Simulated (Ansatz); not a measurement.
# Cu: straining the crystal, equal strain of all cell vectors

How does Cu answer equal strain of all cell vectors between -6 and +6 %? At each strain the shape is held and the atoms relax, within the symmetry that is left.

This is Cu in the hcp structure; at room conditions it is fcc.

Method: DFT r2SCAN, scalar-relativistic, plane waves, PAW, in Ansatz 0.2.0.

2 further runs of the same task are left out: 2 set aside as unsound or not needed.

## 1. The structure to begin with

Symmetry: P6_3/mmc, No. 194, hexagonal system. The conventional cell has a = 2.531 Å, b = 2.531 Å, c = 4.130 Å, α = 90.00°, β = 90.00°, γ = 120.00°. Cu (site symmetry -6m2) is surrounded by 12 Cu at 2.53 Å.

Coordinates:

```
CELL_PARAMETERS angstrom
2.53050 0.00000 0.00000
-1.26525 2.19148 0.00000
0.00000 0.00000 4.12986
ATOMIC_POSITIONS crystal
Cu 0.33333 0.66667 0.25000
Cu 0.66667 0.33333 0.75000
```

It goes back to an entry of the Materials Project, which need not be the stable form.

It is the result of an earlier relaxation at this level (volume 11.45 Å³/atom; gap on the mesh: none (metal)).

## 2. Reference cell for the strains

input.yaml

```yaml
crystal:
  lattice:
    - [2.5305027156, 0.0, 0.0]
    - [-1.2652513578, 2.191479636, 0.0]
    - [0.0, 0.0, 4.1298555604]
  atoms:
    - { symbol: Cu, position: [0.3333333333, 0.6666666667, 0.25] }
    - { symbol: Cu, position: [0.6666666667, 0.3333333333, 0.75] }
basis:
  ecutwfc: 500
kpoints:
  mp_grid: { grid: [24, 24, 12] }
hamiltonian:
  xc: r2scan
scf:
  occupations: { method: gaussian, width: 0.1 }
output:
  forces: true
  stress: true
  eigenvalues: true
```

Command:

```console
$ ansatz run input.yaml --threads 1 --pin off --max-ram 2560MiB --backend cpu --events-out ev --progress --plain --runs-dir out
```

The log of the run, cut to the lines that bear on the results:

```text
Warning: RAYON_NUM_THREADS=1 ignored (pool sized by the plan → 1); use --threads N
[...]
Pseudopotentials: kind: paw
Pseudopotential: Cu, paw, valence charge 19, recommended cutoff 500 eV (meta_gga), Cu.paw.azcp
Functional definition: r2SCAN
[...]
Crystal: 2 atoms, lattice volume = 22.902 Å³
Basis set: ecut = 500 eV, 573 PW (Γ), exchange–correlation on 80×80×128 points (64 copies of the dense FFT grid, shifted against one another)
Bands: 23, of which v1, the nominal top of the filled ones, is band 19 counted from 1 (18 counted from 0)
Symmetry: 24 space group operations
Space group: P63/mmc (ITA 194), of the structure as read, at distance tolerance 2.8e-5 Å
k-points: 427 of 6912
[...]
SCF iter   1: F=—  HF=-13262.495063 eV  |F-HF|=—  |Δ(HF+E_count)|=         —  Δρ=4.00e-2  dr2=2.00e-1  dr2_τ=1.44e-3  ethr=1.77e-3  ⟨swp⟩=4.9  Hψ=36284  notcnv=0
[...]
SCF iter   7: F=-13262.459276 eV  HF=-13262.459276 eV  |F-HF|=1.16e-9  |Δ(HF+E_count)|=   1.81e-7  Δρ=4.22e-6  dr2=2.77e-9  dr2_τ=2.15e-11  ethr=2.06e-10  ⟨swp⟩=5.1  Hψ=40328  notcnv=0
[...]
SCF converged after 7 iterations
Free energy (F): -13262.459276 eV
[...]
E sigma→0 (E₀):  -13262.458116 eV
Entropy (-TS):   -0.002320 eV (-1.160 meV/atom)
Fermi energy:    17.210305 eV
[...]
--- Forces (eV/Å), atoms counted from 1 ---
  atom   1  Cu    -0.00000000    -0.00000000     0.00000000
  atom   2  Cu    -0.00000000     0.00000000     0.00000000
[...]
--- Stress (GPa, compression-positive) ---
       -0.269382       0.000000       0.000000
        0.000000      -0.269382       0.000000
        0.000000       0.000000       0.523064
  P = ⅓ Tr σ = -0.0052 GPa (-0.052 kbar)
--- Band table (eV; the first three rows and the last of 427) ---
  k-point 0: bands = ["-99.2771", "-99.2610", "-55.1530", "-55.0508", "-55.0508", "-55.0322", "-55.0322", "-55.0285", "7.2560", "11.8078", "14.0241", "14.0774", "14.0774", "14.3022", "14.3022", "14.5993", "14.5993", "15.3999", "15.3999", "16.0594", "21.3654", "39.6186", "40.2857"]
[...]
```

Run time: 23 s. Hardware: 1 thread of Arm Neoverse V2, shared host; peak memory 0.52 GiB.

The crystal is set up in a cell of 2 atoms whose axes suit the strains; its energy is the zero of the series.

## 3. Strain -2.0 %

Edit input.yaml of step 2 so:

```diff
@@ -2,5 +2,5 @@
   lattice:
-    - [2.5305027156, 0.0, 0.0]
-    - [-1.2652513578, 2.191479636, 0.0]
-    - [0.0, 0.0, 4.1298555604]
+    - [2.4798926612, 0.0, 0.0]
+    - [-1.2399463306, 2.1476500433, 0.0]
+    - [0.0, 0.0, 4.0472584492]
   atoms:
```

Command:

```console
$ ansatz run input.yaml --threads 1 --pin off --max-ram 2560MiB --backend cpu --events-out ev --progress --plain --runs-dir out
```

The log of the run, cut to the lines that bear on the results:

```text
Warning: RAYON_NUM_THREADS=1 ignored (pool sized by the plan → 1); use --threads N
[...]
[... 3 set-up lines as earlier in the session ...]
[...]
Crystal: 2 atoms, lattice volume = 21.555 Å³
Basis set: ecut = 500 eV, 549 PW (Γ), exchange–correlation on 80×80×120 points (64 copies of the dense FFT grid, shifted against one another)
Bands: 23, of which v1, the nominal top of the filled ones, is band 19 counted from 1 (18 counted from 0)
[... 2 set-up lines as earlier in the session ...]
k-points: 427 of 6912
[...]
SCF iter   1: F=—  HF=-13262.446024 eV  |F-HF|=—  |Δ(HF+E_count)|=         —  Δρ=3.96e-2  dr2=1.82e-1  dr2_τ=1.17e-3  ethr=1.77e-3  ⟨swp⟩=4.9  Hψ=36503  notcnv=0
[...]
SCF iter   6: F=-13262.414113 eV  HF=-13262.414113 eV  |F-HF|=1.42e-7  |Δ(HF+E_count)|=   7.69e-6  Δρ=3.03e-5  dr2=4.59e-8  dr2_τ=6.56e-9  ethr=2.63e-10  ⟨swp⟩=7.4  Hψ=49902  notcnv=0
[...]
SCF converged after 6 iterations
Free energy (F): -13262.414113 eV
[...]
E sigma→0 (E₀):  -13262.412875 eV
Entropy (-TS):   -0.002477 eV (-1.239 meV/atom)
Fermi energy:    18.593823 eV
[...]
--- Forces (eV/Å), atoms counted from 1 ---
  atom   1  Cu     0.00000000     0.00000000    -0.00000000
  atom   2  Cu    -0.00000000     0.00000000     0.00000000
[...]
--- Stress (GPa, compression-positive) ---
       11.140441       0.000000      -0.000000
        0.000000      11.140441      -0.000000
       -0.000000      -0.000000      11.992086
  P = ⅓ Tr σ = 11.4243 GPa (114.243 kbar)
--- Band table (eV; the first three rows and the last of 427) ---
  k-point 0: bands = ["-98.0616", "-98.0400", "-53.9523", "-53.8214", "-53.8214", "-53.7982", "-53.7982", "-53.7949", "8.1357", "12.8079", "15.1961", "15.2541", "15.2541", "15.5027", "15.5027", "15.8293", "15.8293", "16.7077", "16.7077", "17.2497", "23.0828", "41.5021", "42.6406"]
[...]
```

Wall time 19 s (1 thread of Arm Neoverse V2, shared host); peak memory 0.51 GiB.

The cell is held at each strain. Atoms start from the nearest strain of the same sign that is done. Symmetry fixes all atoms here, so a single point is enough.

## 4. Strain +2.0 %

Edit input.yaml of step 3 so:

```diff
@@ -2,5 +2,5 @@
   lattice:
-    - [2.4798926612, 0.0, 0.0]
-    - [-1.2399463306, 2.1476500433, 0.0]
-    - [0.0, 0.0, 4.0472584492]
+    - [2.5811127699, 0.0, 0.0]
+    - [-1.2905563849, 2.2353092287, 0.0]
+    - [0.0, 0.0, 4.2124526716]
   atoms:
```

Command:

```console
$ ansatz run input.yaml --threads 1 --pin off --max-ram 2560MiB --backend cpu --events-out ev --progress --plain --runs-dir out
```

The log of the run, cut to the lines that bear on the results:

```text
Warning: RAYON_NUM_THREADS=1 ignored (pool sized by the plan → 1); use --threads N
[...]
[... 3 set-up lines as earlier in the session ...]
[...]
Crystal: 2 atoms, lattice volume = 24.304 Å³
Basis set: ecut = 500 eV, 615 PW (Γ), exchange–correlation on 80×80×128 points (64 copies of the dense FFT grid, shifted against one another)
Bands: 23, of which v1, the nominal top of the filled ones, is band 19 counted from 1 (18 counted from 0)
[... 1 set-up line as earlier in the session ...]
Space group: P63/mmc (ITA 194), of the structure as read, at distance tolerance 2.9e-5 Å
k-points: 427 of 6912
[...]
SCF iter   1: F=—  HF=-13262.460070 eV  |F-HF|=—  |Δ(HF+E_count)|=         —  Δρ=4.05e-2  dr2=2.21e-1  dr2_τ=1.78e-3  ethr=1.77e-3  ⟨swp⟩=4.7  Hψ=35635  notcnv=0
[...]
SCF iter   7: F=-13262.420781 eV  HF=-13262.420781 eV  |F-HF|=2.59e-9  |Δ(HF+E_count)|=   1.02e-7  Δρ=4.52e-6  dr2=3.12e-9  dr2_τ=2.41e-11  ethr=2.63e-10  ⟨swp⟩=5.4  Hψ=40262  notcnv=0
[...]
SCF converged after 7 iterations
Free energy (F): -13262.420781 eV
[...]
E sigma→0 (E₀):  -13262.419553 eV
Entropy (-TS):   -0.002455 eV (-1.228 meV/atom)
Fermi energy:    15.939089 eV
[...]
--- Forces (eV/Å), atoms counted from 1 ---
  atom   1  Cu     0.00000000     0.00000000    -0.00000000
  atom   2  Cu    -0.00000000    -0.00000000     0.00000000
[...]
--- Stress (GPa, compression-positive) ---
       -8.516397       0.000000      -0.000000
        0.000000      -8.516397      -0.000000
       -0.000000      -0.000000      -7.802039
  P = ⅓ Tr σ = -8.2783 GPa (-82.783 kbar)
--- Band table (eV; the first three rows and the last of 427) ---
  k-point 0: bands = ["-100.3981", "-100.3860", "-56.2631", "-56.1834", "-56.1834", "-56.1686", "-56.1686", "-56.1647", "6.4565", "10.8828", "12.9400", "12.9890", "12.9890", "13.1926", "13.1926", "13.4632", "13.4632", "14.1940", "14.1940", "14.9692", "19.7848", "37.8512", "38.0930"]
[...]
```

Run time: 25 s. Hardware: 1 thread of Arm Neoverse V2, shared host; peak memory 0.53 GiB.

## 5. The cell strained by -4.0 %

Edit input.yaml of step 4 so:

```diff
@@ -2,5 +2,5 @@
   lattice:
-    - [2.5811127699, 0.0, 0.0]
-    - [-1.2905563849, 2.2353092287, 0.0]
-    - [0.0, 0.0, 4.2124526716]
+    - [2.4292826069, 0.0, 0.0]
+    - [-1.2146413035, 2.1038204506, 0.0]
+    - [0.0, 0.0, 3.964661338]
   atoms:
```

Command:

```console
$ ansatz run input.yaml --threads 1 --pin off --max-ram 2560MiB --backend cpu --events-out ev --progress --plain --runs-dir out
```

The log of the run, cut to the lines that bear on the results:

```text
Warning: RAYON_NUM_THREADS=1 ignored (pool sized by the plan → 1); use --threads N
[...]
[... 3 set-up lines as earlier in the session ...]
[...]
Crystal: 2 atoms, lattice volume = 20.262 Å³
Basis set: ecut = 500 eV, 537 PW (Γ), exchange–correlation on 72×72×120 points (64 copies of the dense FFT grid, shifted against one another)
Bands: 23, of which v1, the nominal top of the filled ones, is band 19 counted from 1 (18 counted from 0)
[... 1 set-up line as earlier in the session ...]
Space group: P63/mmc (ITA 194), of the structure as read, at distance tolerance 2.7e-5 Å
k-points: 427 of 6912
[...]
SCF iter   1: F=—  HF=-13262.290168 eV  |F-HF|=—  |Δ(HF+E_count)|=         —  Δρ=3.90e-2  dr2=1.64e-1  dr2_τ=1.09e-3  ethr=1.77e-3  ⟨swp⟩=4.9  Hψ=36290  notcnv=0
[...]
SCF iter   6: F=-13262.262808 eV  HF=-13262.262808 eV  |F-HF|=8.84e-8  |Δ(HF+E_count)|=   5.46e-6  Δρ=3.07e-5  dr2=8.28e-8  dr2_τ=8.21e-9  ethr=2.63e-10  ⟨swp⟩=4.6  Hψ=48637  notcnv=0
[...]
SCF converged after 6 iterations
Free energy (F): -13262.262808 eV
[...]
E sigma→0 (E₀):  -13262.261557 eV
Entropy (-TS):   -0.002502 eV (-1.251 meV/atom)
Fermi energy:    20.102479 eV
[...]
--- Forces (eV/Å), atoms counted from 1 ---
  atom   1  Cu     0.00000000    -0.00000000     0.00000000
  atom   2  Cu    -0.00000000     0.00000000     0.00000000
[...]
--- Stress (GPa, compression-positive) ---
       26.657307       0.000000       0.000000
        0.000000      26.657307       0.000000
        0.000000       0.000000      27.575006
  P = ⅓ Tr σ = 26.9632 GPa (269.632 kbar)
--- Band table (eV; the first three rows and the last of 427) ---
  k-point 0: bands = ["-96.7424", "-96.7135", "-52.6523", "-52.4849", "-52.4849", "-52.4559", "-52.4559", "-52.4531", "9.1055", "13.8913", "16.4653", "16.5283", "16.5283", "16.8038", "16.8038", "17.1633", "17.1633", "18.1286", "18.1286", "18.5515", "24.9521", "43.5108", "45.1719"]
[...]
```

It took 20 s on 1 thread of Arm Neoverse V2, shared host; peak memory 0.49 GiB.

## 6. The cell strained by +4.0 %

Edit input.yaml of step 5 so:

```diff
@@ -2,5 +2,5 @@
   lattice:
-    - [2.4292826069, 0.0, 0.0]
-    - [-1.2146413035, 2.1038204506, 0.0]
-    - [0.0, 0.0, 3.964661338]
+    - [2.6317228242, 0.0, 0.0]
+    - [-1.3158614121, 2.2791388215, 0.0]
+    - [0.0, 0.0, 4.2950497828]
   atoms:
```

Command:

```console
$ ansatz run input.yaml --threads 1 --pin off --max-ram 2560MiB --backend cpu --events-out ev --progress --plain --runs-dir out
```

The log of the run, cut to the lines that bear on the results:

```text
Warning: RAYON_NUM_THREADS=1 ignored (pool sized by the plan → 1); use --threads N
[...]
[... 3 set-up lines as earlier in the session ...]
[...]
Crystal: 2 atoms, lattice volume = 25.762 Å³
Basis set: ecut = 500 eV, 663 PW (Γ), exchange–correlation on 80×80×128 points (64 copies of the dense FFT grid, shifted against one another)
Bands: 23, of which v1, the nominal top of the filled ones, is band 19 counted from 1 (18 counted from 0)
[... 1 set-up line as earlier in the session ...]
Space group: P63/mmc (ITA 194), of the structure as read, at distance tolerance 3.0e-5 Å
k-points: 427 of 6912
[...]
SCF iter   1: F=—  HF=-13262.359545 eV  |F-HF|=—  |Δ(HF+E_count)|=         —  Δρ=4.09e-2  dr2=2.42e-1  dr2_τ=2.12e-3  ethr=1.77e-3  ⟨swp⟩=4.4  Hψ=35369  notcnv=0
[...]
SCF iter   7: F=-13262.317136 eV  HF=-13262.317136 eV  |F-HF|=1.12e-9  |Δ(HF+E_count)|=   1.06e-7  Δρ=3.06e-6  dr2=1.50e-9  dr2_τ=2.39e-11  ethr=2.63e-10  ⟨swp⟩=5.4  Hψ=39939  notcnv=0
[...]
SCF converged after 7 iterations
Free energy (F): -13262.317136 eV
[...]
E sigma→0 (E₀):  -13262.315732 eV
Entropy (-TS):   -0.002808 eV (-1.404 meV/atom)
Fermi energy:    14.777029 eV
[...]
--- Forces (eV/Å), atoms counted from 1 ---
  atom   1  Cu    -0.00000000     0.00000000    -0.00000000
  atom   2  Cu     0.00000000     0.00000000     0.00000000
[...]
--- Stress (GPa, compression-positive) ---
      -14.329651       0.000000       0.000000
        0.000000     -14.329651      -0.000000
        0.000000      -0.000000     -13.675703
  P = ⅓ Tr σ = -14.1117 GPa (-141.117 kbar)
--- Band table (eV; the first three rows and the last of 427) ---
  k-point 0: bands = ["-101.4311", "-101.4221", "-57.2886", "-57.2264", "-57.2264", "-57.2144", "-57.2144", "-57.2107", "5.7292", "10.0270", "11.9377", "11.9829", "11.9829", "12.1676", "12.1676", "12.4142", "12.4142", "13.0824", "13.0824", "13.9690", "18.3288", "36.0484", "36.0484"]
[...]
```

Wall time 24 s (1 thread of Arm Neoverse V2, shared host); peak memory 0.54 GiB.

## 7. At -6.0 %

Edit input.yaml of step 6 so:

```diff
@@ -2,5 +2,5 @@
   lattice:
-    - [2.6317228242, 0.0, 0.0]
-    - [-1.3158614121, 2.2791388215, 0.0]
-    - [0.0, 0.0, 4.2950497828]
+    - [2.3786725526, 0.0, 0.0]
+    - [-1.1893362763, 2.0599908579, 0.0]
+    - [0.0, 0.0, 3.8820642268]
   atoms:
```

Command:

```console
$ ansatz run input.yaml --threads 1 --pin off --max-ram 2560MiB --backend cpu --events-out ev --progress --plain --runs-dir out
```

The log of the run, cut to the lines that bear on the results:

```text
Warning: RAYON_NUM_THREADS=1 ignored (pool sized by the plan → 1); use --threads N
[...]
[... 3 set-up lines as earlier in the session ...]
[...]
Crystal: 2 atoms, lattice volume = 19.022 Å³
Basis set: ecut = 500 eV, 489 PW (Γ), exchange–correlation on 72×72×120 points (64 copies of the dense FFT grid, shifted against one another)
Bands: 23, of which v1, the nominal top of the filled ones, is band 19 counted from 1 (18 counted from 0)
[... 2 set-up lines as earlier in the session ...]
k-points: 427 of 6912
[...]
SCF iter   1: F=—  HF=-13262.000017 eV  |F-HF|=—  |Δ(HF+E_count)|=         —  Δρ=3.86e-2  dr2=1.48e-1  dr2_τ=1.38e-3  ethr=1.77e-3  ⟨swp⟩=4.9  Hψ=36182  notcnv=0
[...]
SCF iter   7: F=-13261.977789 eV  HF=-13261.977789 eV  |F-HF|=6.48e-10  |Δ(HF+E_count)|=   6.95e-8  Δρ=4.29e-6  dr2=2.16e-9  dr2_τ=6.12e-11  ethr=2.63e-10  ⟨swp⟩=5.9  Hψ=41332  notcnv=0
[...]
SCF converged after 7 iterations
Free energy (F): -13261.977789 eV
[...]
E sigma→0 (E₀):  -13261.976543 eV
Entropy (-TS):   -0.002492 eV (-1.246 meV/atom)
Fermi energy:    21.754104 eV
[...]
--- Forces (eV/Å), atoms counted from 1 ---
  atom   1  Cu    -0.00000000     0.00000000     0.00000000
  atom   2  Cu     0.00000000     0.00000000     0.00000000
[...]
--- Stress (GPa, compression-positive) ---
       47.467075       0.000000       0.000000
        0.000000      47.467075       0.000000
        0.000000       0.000000      48.545043
  P = ⅓ Tr σ = 47.8264 GPa (478.264 kbar)
--- Band table (eV; the first three rows and the last of 427) ---
  k-point 0: bands = ["-95.3081", "-95.2694", "-51.2422", "-51.0286", "-51.0286", "-50.9924", "-50.9924", "-50.9898", "10.1760", "15.0674", "17.8427", "17.9111", "17.9111", "18.2167", "18.2167", "18.6133", "18.6133", "19.6761", "19.6761", "19.9766", "26.9907", "45.6539", "47.8939"]
[...]
```

Wall time 20 s (1 thread of Arm Neoverse V2, shared host); peak memory 0.48 GiB.

## 8. Strain +6.0 %

Edit input.yaml of step 7 so:

```diff
@@ -2,5 +2,5 @@
   lattice:
-    - [2.3786725526, 0.0, 0.0]
-    - [-1.1893362763, 2.0599908579, 0.0]
-    - [0.0, 0.0, 3.8820642268]
+    - [2.6823328785, 0.0, 0.0]
+    - [-1.3411664392, 2.3229684142, 0.0]
+    - [0.0, 0.0, 4.377646894]
   atoms:
```

Command:

```console
$ ansatz run input.yaml --threads 1 --pin off --max-ram 2560MiB --backend cpu --events-out ev --progress --plain --runs-dir out
```

The log of the run, cut to the lines that bear on the results:

```text
Warning: RAYON_NUM_THREADS=1 ignored (pool sized by the plan → 1); use --threads N
[...]
[... 3 set-up lines as earlier in the session ...]
[...]
Crystal: 2 atoms, lattice volume = 27.277 Å³
Basis set: ecut = 500 eV, 699 PW (Γ), exchange–correlation on 80×80×128 points (64 copies of the dense FFT grid, shifted against one another)
Bands: 23, of which v1, the nominal top of the filled ones, is band 19 counted from 1 (18 counted from 0)
[... 2 set-up lines as earlier in the session ...]
k-points: 427 of 6912
[...]
SCF iter   1: F=—  HF=-13262.208416 eV  |F-HF|=—  |Δ(HF+E_count)|=         —  Δρ=4.11e-2  dr2=2.62e-1  dr2_τ=2.41e-3  ethr=1.77e-3  ⟨swp⟩=4.4  Hψ=35439  notcnv=0
[...]
SCF iter   8: F=-13262.163484 eV  HF=-13262.163484 eV  |F-HF|=9.06e-10  |Δ(HF+E_count)|=   2.34e-7  Δρ=8.33e-6  dr2=1.28e-8  dr2_τ=1.03e-10  ethr=2.63e-10  ⟨swp⟩=5.5  Hψ=40264  notcnv=0
[...]
SCF converged after 8 iterations
Free energy (F): -13262.163484 eV
[...]
E sigma→0 (E₀):  -13262.161942 eV
Entropy (-TS):   -0.003084 eV (-1.542 meV/atom)
Fermi energy:    13.709212 eV
[...]
--- Forces (eV/Å), atoms counted from 1 ---
  atom   1  Cu    -0.00000000    -0.00000000     0.00000000
  atom   2  Cu     0.00000000     0.00000000     0.00000000
[...]
--- Stress (GPa, compression-positive) ---
      -18.287843      -0.000000       0.000000
        0.000000     -18.287843       0.000000
        0.000000       0.000000     -17.713934
  P = ⅓ Tr σ = -18.0965 GPa (-180.965 kbar)
--- Band table (eV; the first three rows and the last of 427) ---
  k-point 0: bands = ["-102.3847", "-102.3779", "-58.2371", "-58.1883", "-58.1883", "-58.1788", "-58.1788", "-58.1754", "5.0664", "9.2343", "11.0093", "11.0513", "11.0513", "11.2192", "11.2192", "11.4440", "11.4440", "12.0559", "12.0559", "13.0499", "16.9850", "34.1388", "34.1388"]
[...]
```

It took 26 s on 1 thread of Arm Neoverse V2, shared host; peak memory 0.55 GiB.

## 9. All strains together

```csv
strain (%),ΔE (meV/atom),a (Å),b (Å),c (Å),σxx,σyy,σzz
-6.0,240.8,2.379,2.379,3.882,47.47,47.47,48.55
-4.0,98.3,2.429,2.429,3.965,26.66,26.66,27.58
-2.0,22.6,2.480,2.480,4.047,11.14,11.14,11.99
+0.0,0.0,2.531,2.531,4.130,-0.27,-0.27,0.52
+2.0,19.3,2.581,2.581,4.212,-8.52,-8.52,-7.80
+4.0,71.2,2.632,2.632,4.295,-14.33,-14.33,-13.68
+6.0,148.1,2.682,2.682,4.378,-18.29,-18.29,-17.71
```

ΔE is over the unstrained cell. Stress in GPa, positive in compression, on the Cartesian axes of the input. 

## 10. What came out

```
                               quantity                     value
                    largest energy cost  240.8 meV/atom at -6.0 %
(1/V) d²E/dε² at zero strain, cubic fit                  1515 GPa
```

What this shows: The curvature of the energy, 1515 GPa, is nine times the bulk modulus at fixed shape. Compression by 6 % costs 240.8 meV/atom and stretching 148.1. On this cell's mesh the unstrained reference holds a stress of up to 0.52 GPa.
